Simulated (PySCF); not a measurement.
# C5H5FO: the cost of one run

The runs use PySCF 2.14.0, with density-fitted response routines of our own; the level of theory stands in each step. All values are computed, except where a source is named. Atoms count from 0, in the outputs and in this text.

## (1) The starting structure

12 atoms, charge 0, multiplicity 1; geometry from: GFN2-xTB. The atoms were then displaced at random by about 0.01 Å, so the start is not that level's minimum.

Bonds of the start (Å): F0–C1 1.41, C1–C2 1.48, C2–C3 1.37, C3–O4 1.35, O4–C5 1.36, C5–C6 1.32, C6–C1 1.50, C1–H7 1.08, C2–H8 1.08, C3–H9 1.05, C5–H10 1.07, C6–H11 1.08.

## (2) Geometry optimisation at PBE0-D3(BJ)/def2-SVP

What the job is given:

```
{"job": {"xc": "PBE0", "basis": "def2-SVP", "d3": "d3bj", "grid": 1, "shake": 0.01, "kind": "geom"}, "charge": 0, "multiplicity": 1}
F     -1.250700    -0.886180     1.625850
C     -0.911780    -0.661920     0.271470
C      0.464920    -1.165700     0.054110
C      1.519250    -0.341780    -0.242820
O      1.361450     0.981130    -0.463350
C      0.114190     1.508380    -0.332310
C     -0.962350     0.802260    -0.034690
H     -1.639040    -1.234080    -0.290370
H      0.663270    -2.207860     0.239160
H      2.503020    -0.674780    -0.364520
H      0.101000     2.561160    -0.523580
H     -1.923530     1.291100     0.052020
```

Launch:

```
OMP_NUM_THREADS=1 python probes_run.py task.json out
```

The driver reads the jobs from task.json and runs them one after another.

Q: Estimate the wall time and peak memory of this first job on 1 thread of Arm Neoverse V1, shared host.

About 66 s, with a peak of 0.54 GiB.
